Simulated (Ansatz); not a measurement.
# BC5 (Imm2) in Ansatz: convergence with wavefunction cutoff

Aim: find how far wavefunction cutoff must go before the results for BC5 settle, at PBE. This setting moves, with any that are tied to it; all else stays.

All numbers are computed with Ansatz 0.2.0; they aren't measurements. Logs are shortened: lines on timing, memory, paths and dates and some standing lists are left out, and cuts for length are marked.

## Step 1: The structure

It takes space group Imm2 (No. 44, orthorhombic). Conventional cell: a = 2.505 Å, b = 7.725 Å, c = 3.734 Å, α = 90.00°, β = 90.00°, γ = 90.00°. C (site symmetry mm2) is surrounded by 2 C at 1.53 Å and 2 B at 1.68 Å. C (site symmetry m) has 4 C at 1.53 to 1.56 Å as nearest neighbours. Around C (site symmetry m) lie 3 C at 1.54 to 1.56 Å and 1 B at 1.61 Å. B (site symmetry mm2) has 4 C at 1.61 to 1.68 Å as nearest neighbours.

The cell comes from a database or a generator and needn't be the stable form of this composition.

## Step 2: With wavefunction cutoff 400 eV

Input file input.yaml:

```yaml
crystal:
  lattice:
    - [-1.2526, 3.862554, 1.867137]
    - [1.2526, -3.862554, 1.867137]
    - [1.2526, 3.862554, -1.867137]
  atoms:
    - { symbol: C, position: [0.825265, 0.825265, 0.0] }
    - { symbol: C, position: [0.210185, 0.041743, 0.168442] }
    - { symbol: C, position: [0.873301, 0.041743, 0.831558] }
    - { symbol: C, position: [0.45597, 0.783586, 0.672384] }
    - { symbol: C, position: [0.111202, 0.783586, 0.327616] }
    - { symbol: B, position: [0.524176, 0.024176, 0.5] }
hamiltonian:
  xc: pbe
  pseudopotentials: { kind: paw, level: accurate }
kpoints:
  mp_grid: { grid: [11, 11, 11] }
scf:
  occupations: { method: fermi_dirac, width: 0.05 }
output:
  forces: true
  stress: true
  eigenvalues: true
basis:
  ecutwfc: "400 eV"
```

Potentials or basis: Ansatz PAW earlier set.

Started as:

```sh
$ ansatz run input.yaml --threads 2 --pin off --max-ram 5632MiB --backend cpu --events-out ev --progress --plain --runs-dir out
```

What it wrote:

```text
Warning: basis.ecutwfc = 400 eV is below the records' recommended 800 eV, and the density's cutoff is lower with it unless basis.ecutrho_ratio is high enough to keep the records' density cutoff: compare with a run at a higher cutoff
Warning: RAYON_NUM_THREADS=2 ignored (pool sized by the plan → 2); use --threads N
basis.fft_grid_basis auto: the FFT boxes are laid along the combinations [[1, 1, 0], [0, 1, 1], [0, 0, 1]] of the cell's own vectors, 3.734, 2.505 and 4.469 Å long. The dense box has 25×18×30 points. Along the cell's own vectors, as sized, it would have 30×30×30, 2.00 times as many. Of the 4 symmetry operations that the crystal satisfies within crystal.symmetry.tolerance (time reversal apart; of a slab, those that keep its plane) the dense box along the cell's own vectors carries 4, and the one as laid loses 3 of those. basis.fft_grid_basis: typed keeps the cell's own vectors: state it where this run's energies or levels are differenced outside the engine with another run's, or held beside a run that keeps those vectors.
Engine: ansatz 0.2.0, aarch64-unknown-linux-gnu
Pseudopotentials: kind: paw, level: accurate
Pseudopotential: C, paw, valence charge 4, recommended cutoff 800 eV (normal), C.paw.azcp#accurate
Pseudopotential: B, paw, valence charge 3, recommended cutoff 760 eV (high), B.paw.azcp
Functional definition: PBE
  parameter kappa = 0.804
  parameter beta = 0.06672455060314922
  exchange = pbe_x(kappa = kappa, mu = beta*pi^2/3)
  correlation = pbe_c(beta = beta)
Crystal: 6 atoms, lattice volume = 36.135 Å³
Basis set: ecut = 400 eV, 663 PW (Γ), FFT grids on a1+a2, a2+a3, a3, exchange–correlation on 50×36×60 points (8 copies of the dense FFT grid, shifted against one another)
Bands: 18, of which v1, the nominal top of the filled ones, is band 12 counted from 1 (11 counted from 0)
Symmetry: 4 space group operations
Space group: Imm2 (ITA 44), of the structure as read, at distance tolerance 3.3e-5 Å
k-points: 216 of 1331 (time reversal used)
Non-local potential: C, projectors of the file, l = 0: 2, l = 1: 2, l = 2: 2, l = 3: 1, l = 4: 1
Non-local potential: B, projectors of the file, l = 0: 3, l = 1: 2
PAW form: soft (Blöchl's): semilocal exchange-correlation on the pseudo side does not see the compensation charge
PAW one-centre angular grid: C, 194 points (default); XC on 64 Gauss nodes
PAW one-centre angular grid: B, 110 points (default); XC on 64 Gauss nodes
Initial density: superposition of atomic densities (chi_scale 0.1, normalization cell, long waves kept (reshape's long-wave potential 0.03 eV rms))
Initial wavefunctions: pseudopotential atomic-orbital guess
Functional: x = pbe(κ = 0.804, μ = 0.2195149727645171), c = pbe(β = 0.06672455060314922)
SCF iter   1: F=—  HF=-1406.732048 eV  |F-HF|=—  |Δ(HF+E_count)|=         —  Δρ=1.24e-1  dr2=4.08e0  ethr=3.10e-3  ⟨swp⟩=5.7  Hψ=20101  notcnv=0
preconditioner: auto → none  [metal: Δε(μ)=0.003 eV  Ē_g=16.234 eV  σ=0.050 eV  W_gap=0.02  n_scr=6 (ndim 8)  ℏωp=29.6 eV  f_vac=0.000  D(μ)=0.67/eV (n_scr^D=2)  sad-step TF]
SCF iter   2: F=—  HF=-1405.849674 eV  |F-HF|=—  |Δ(HF+E_count)|=   8.82e-1  Δρ=7.38e-2  dr2=1.55e0  ethr=3.10e-3  ⟨swp⟩=3.0  Hψ=9131  notcnv=0  defer=323
SCF iter   3: F=—  HF=-1405.369893 eV  |F-HF|=—  |Δ(HF+E_count)|=   4.80e-1  Δρ=1.49e-2  dr2=8.53e-2  ethr=3.10e-3  ⟨swp⟩=2.2  Hψ=7192  notcnv=0  defer=323
SCF iter   4: F=—  HF=-1405.349278 eV  |F-HF|=—  |Δ(HF+E_count)|=   2.06e-2  Δρ=5.59e-3  dr2=9.46e-3  ethr=3.71e-4  ⟨swp⟩=2.9  Hψ=8300  notcnv=0  defer=320
SCF iter   5: F=—  HF=-1405.351540 eV  |F-HF|=—  |Δ(HF+E_count)|=   2.26e-3  Δρ=2.98e-3  dr2=3.76e-3  ethr=4.11e-5  ⟨swp⟩=2.1  Hψ=6871  notcnv=0  defer=319
SCF iter   6: F=—  HF=-1405.351027 eV  |F-HF|=—  |Δ(HF+E_count)|=   5.12e-4  Δρ=4.76e-4  dr2=7.80e-5  ethr=1.64e-5  ⟨swp⟩=2.5  Hψ=5766  notcnv=0  defer=319
SCF iter   7: F=—  HF=-1405.350829 eV  |F-HF|=—  |Δ(HF+E_count)|=   1.98e-4  Δρ=7.93e-5  dr2=1.79e-6  ethr=3.39e-7  ⟨swp⟩=2.2  Hψ=6005  notcnv=0  defer=319
SCF iter   8: F=—  HF=-1405.350830 eV  |F-HF|=—  |Δ(HF+E_count)|=   1.23e-6  Δρ=2.62e-5  dr2=1.74e-7  ethr=7.77e-9  ⟨swp⟩=2.1  Hψ=5857  notcnv=0  defer=319
SCF iter   9: F=-1405.350830 eV  HF=-1405.350830 eV  |F-HF|=3.45e-9  |Δ(HF+E_count)|=   8.89e-8  Δρ=4.70e-6  dr2=3.93e-9  ethr=4.35e-10  ⟨swp⟩=11.3  Hψ=19531  notcnv=0
SCF 1 converged in 9 iterations: F = -1405.350830 eV  dr2 = 3.93e-9
SCF converged after 9 iterations
Free energy (F): -1405.350830 eV
Harris-Foulkes:  -1405.350830 eV  (|F-HF|=3.45e-9)
Internal energy: -1405.345099 eV  (E = F + TS)
E sigma→0 (E₀):  -1405.347965 eV
Entropy (-TS):   -0.005731 eV (-0.955 meV/atom)
Fermi energy:    11.360907 eV
--- Per-component energies (eV) ---
  E_band       = 87.488141
  E_kinetic    = 575.019224
  E_local      = -327.498542  (includes V_loc(G=0)·N_el)
  E_nonlocal   = 51.737516
  E_hartree    = 79.256818
  E_xc         = -278.257147
  E_vxc        = -348.025192  (∫ρ·V_xc dr)
  E_paw        = -567.436101  (= ΣΔE_a, less E_core_relax)
  E_vpaw       = -22.258317  (= ΣTr[D̂ρ^β], less what the cores' own moments, if any, meet on the grid)
  E_core_relax = -0.001937  (the energy of the cores' relaxation)
  E_aug_tail   = 0.000012  (compensation charges beyond the density's cutoff)
  E_ewald      = -938.164943
  E_smearing   = -0.005731  (= −TS)
  E_closure    = -0.000000  (closes the sum)
  Σ components = -1405.350830   (vs F -1405.350830, Δ=0.00e0)
--- Forces (eV/Å), atoms counted from 1 ---
  atom   1  C      0.00000000     0.00000000     0.23649008
  atom   2  C      0.00000000    -0.07184846     0.03458716
  atom   3  C      0.00000000     0.07184846     0.03458716
  atom   4  C      0.00000000     0.07594393    -0.15830125
  atom   5  C      0.00000000    -0.07594393    -0.15830125
  atom   6  B      0.00000000     0.00000000     0.01091510
  max |Σ_I F_I| component: 2.30e-5 eV/Å
--- Stress (GPa, compression-positive) ---
       -1.063319       0.000000       0.000000
        0.000000      -0.732793       0.000000
        0.000000       0.000000      -1.298671
  P = ⅓ Tr σ = -1.0316 GPa (-10.316 kbar)
--- Band table (eV; the first three rows and the last of 216) ---
  k-point 0: bands = ["-8.2771", "-1.9652", "-0.5803", "1.0565", "3.3413", "3.5886", "3.6782", "7.9413", "9.4712", "12.5816", "12.6267", "14.2343", "18.3148", "18.4027", "18.5298", "19.1877", "20.7462", "24.9484"]
  k-point 1: bands = ["-8.1077", "-1.9717", "-0.3557", "1.1209", "3.4774", "3.5674", "4.0248", "7.2312", "8.7673", "11.9952", "12.4540", "13.2901", "18.3676", "18.8817", "19.1811", "20.1660", "21.7005", "23.9518"]
  k-point 2: bands = ["-7.6033", "-1.9039", "0.1856", "1.2652", "3.6698", "4.0491", "4.6688", "5.5808", "7.2956", "10.7184", "11.4468", "12.0276", "18.3375", "19.9750", "20.5312", "21.7521", "22.4567", "23.0833"]
  k-point 215: bands = ["-6.7826", "-5.5476", "-0.2610", "0.9527", "5.7954", "6.3462", "6.9002", "7.4579", "8.0915", "8.8495", "10.3740", "13.0407", "17.3315", "18.9055", "19.2813", "20.0178", "21.9832", "22.3364"]
```

Wall time 14 s (2 threads of Arm Neoverse V1, shared host); peak memory 0.45 GiB.

What came out:

| Property | Result |
| --- | --- |
| Free energy | -1405.3508 eV |
| Pressure | -1.0 GPa |
| Largest force | 0.236 eV/Å |
| Band gap on the k mesh | none (metal or under the smearing width) |

## Step 3: With wavefunction cutoff 500 eV

input.yaml: that of step 2 with these lines changed.

```diff
@@ -24,2 +24,2 @@
 basis:
-  ecutwfc: "400 eV"
+  ecutwfc: "500 eV"
```

Potentials or basis: Ansatz PAW earlier set.

Started as:

```sh
$ ansatz run input.yaml --threads 2 --pin off --max-ram 5632MiB --backend cpu --events-out ev --progress --plain --runs-dir out
```

Wall time 16 s (2 threads of Arm Neoverse V1, shared host); peak memory 0.44 GiB.

What came out:

| Item | Value |
| --- | --- |
| Free energy | -1408.1858 eV |
| Pressure | 2.5 GPa |
| Largest force | 0.227 eV/Å |
| Band gap on the k mesh | none (metal or under the smearing width) |

## Step 4: With wavefunction cutoff 600 eV

input.yaml: that of step 3 with these lines changed.

```diff
@@ -24,2 +24,2 @@
 basis:
-  ecutwfc: "500 eV"
+  ecutwfc: "600 eV"
```

Started as:

```sh
$ ansatz run input.yaml --threads 2 --pin off --max-ram 5632MiB --backend cpu --events-out ev --progress --plain --runs-dir out
```

It took 20 s on 2 threads of Arm Neoverse V1, shared host; peak memory 0.49 GiB.

What came out:

* Free energy: -1408.9369 eV
* Pressure: 0.0 GPa
* Largest force: 0.103 eV/Å
* Band gap on the k mesh: none (metal or under the smearing width)

## Step 5: With wavefunction cutoff 700 eV

input.yaml: that of step 4 with these lines changed.

```diff
@@ -24,2 +24,2 @@
 basis:
-  ecutwfc: "600 eV"
+  ecutwfc: "700 eV"
```

Started as:

```sh
$ ansatz run input.yaml --threads 2 --pin off --max-ram 5632MiB --backend cpu --events-out ev --progress --plain --runs-dir out
```

Wall time 24 s (2 threads of Arm Neoverse V1, shared host); peak memory 0.54 GiB.

What came out:

| Property | Result |
| --- | --- |
| Free energy | -1409.0898 eV |
| Pressure | -0.5 GPa |
| Largest force | 0.087 eV/Å |
| Band gap on the k mesh | none (metal or under the smearing width) |

## Step 6: With wavefunction cutoff 850 eV

input.yaml: that of step 5 with these lines changed.

```diff
@@ -24,2 +24,2 @@
 basis:
-  ecutwfc: "700 eV"
+  ecutwfc: "850 eV"
```

Potentials or basis: Ansatz PAW earlier set.

Started as:

```sh
$ ansatz run input.yaml --threads 2 --pin off --max-ram 5632MiB --backend cpu --events-out ev --progress --plain --runs-dir out
```

Wall time 31 s (2 threads of Arm Neoverse V1, shared host); peak memory 0.62 GiB.

Results (log left out):

```yaml
Free_energy: -1409.1187 eV
Pressure: -0.4 GPa
Largest_force: 0.087 eV/Å
Band_gap_on_the_k_mesh: none (metal or under the smearing width)
```

## Step 7: With wavefunction cutoff 1000 eV

input.yaml: that of step 6 with these lines changed.

```diff
@@ -24,2 +24,2 @@
 basis:
-  ecutwfc: "850 eV"
+  ecutwfc: "1000 eV"
```

Started as:

```sh
$ ansatz run input.yaml --threads 2 --pin off --max-ram 5632MiB --backend cpu --events-out ev --progress --plain --runs-dir out
```

Run time: 39 s. Hardware: 2 threads of Arm Neoverse V1, shared host; peak memory 0.72 GiB.

It converged, with:

```yaml
Free_energy: -1409.1197 eV
Pressure: -0.4 GPa
Largest_force: 0.087 eV/Å
Band_gap_on_the_k_mesh: none (metal or under the smearing width)
```

## Step 8: With wavefunction cutoff 1200 eV

input.yaml: that of step 7 with these lines changed.

```diff
@@ -24,2 +24,2 @@
 basis:
-  ecutwfc: "1000 eV"
+  ecutwfc: "1200 eV"
```

Started as:

```sh
$ ansatz run input.yaml --threads 2 --pin off --max-ram 5632MiB --backend cpu --events-out ev --progress --plain --runs-dir out
```

It took 42 s on 2 threads of Arm Neoverse V1, shared host; peak memory 0.86 GiB.

The run converged. Its results:

- Free energy: -1409.1208 eV
- Pressure: -0.4 GPa
- Largest force: 0.087 eV/Å
- Band gap on the k mesh: none (metal or under the smearing width)

## Step 9: With wavefunction cutoff 1400 eV

input.yaml: that of step 8 with these lines changed.

```diff
@@ -24,2 +24,2 @@
 basis:
-  ecutwfc: "1200 eV"
+  ecutwfc: "1400 eV"
```

Potentials or basis: Ansatz PAW earlier set.

Started as:

```sh
$ ansatz run input.yaml --threads 2 --pin off --max-ram 5632MiB --backend cpu --events-out ev --progress --plain --runs-dir out
```

Run time: 53 s. Hardware: 2 threads of Arm Neoverse V1, shared host; peak memory 1 GiB.

Results (log left out):

```
Free energy            : -1409.1212 eV
Pressure               : -0.4 GPa
Largest force          : 0.087 eV/Å
Band gap on the k mesh : none (metal or under the smearing width)
```

## Step 10: With wavefunction cutoff 1700 eV

input.yaml: that of step 9 with these lines changed.

```diff
@@ -24,2 +24,2 @@
 basis:
-  ecutwfc: "1400 eV"
+  ecutwfc: "1700 eV"
```

Started as:

```sh
$ ansatz run input.yaml --threads 2 --pin off --max-ram 5632MiB --backend cpu --events-out ev --progress --plain --runs-dir out
```

It took 71 s on 2 threads of Arm Neoverse V1, shared host; peak memory 1.3 GiB.

It converged, with:

- Free energy: -1409.1217 eV
- Pressure: -0.4 GPa
- Largest force: 0.087 eV/Å
- Band gap on the k mesh: none (metal or under the smearing width)

## Step 11: Summary

| wavefunction cutoff | energy less the tightest run, at zero smearing (meV/atom) | pressure (GPa) | largest force (eV/Å) | SCF cycles | CPU time (s) | peak memory (GiB) |
| --- | --- | --- | --- | --- | --- | --- |
| 400 eV | 628.47 | -1.03 | 0.236 | 9 | 27 | 0.45 |
| 500 eV | 155.98 | 2.51 | 0.227 | 9 | 31 | 0.44 |
| 600 eV | 30.80 | -0.04 | 0.103 | 9 | 39 | 0.49 |
| 700 eV | 5.32 | -0.48 | 0.087 | 9 | 48 | 0.54 |
| 850 eV | 0.50 | -0.42 | 0.087 | 9 | 61 | 0.62 |
| 1000 eV | 0.33 | -0.42 | 0.087 | 9 | 77 | 0.72 |
| 1200 eV | 0.15 | -0.43 | 0.087 | 9 | 84 | 0.86 |
| 1400 eV | 0.08 | -0.43 | 0.087 | 9 | 110 | 1 |
| 1700 eV | 0.00 | -0.43 | 0.087 | 9 | 140 | 1.3 |

Against the tightest run, the energy stays within 1 meV/atom from 850 eV on; the pressure stays within 0.1 GPa from 700 eV on; the largest force stays within 0.005 eV/Å from 700 eV on. The tightest run that finished is the yardstick and may itself not be fully converged.
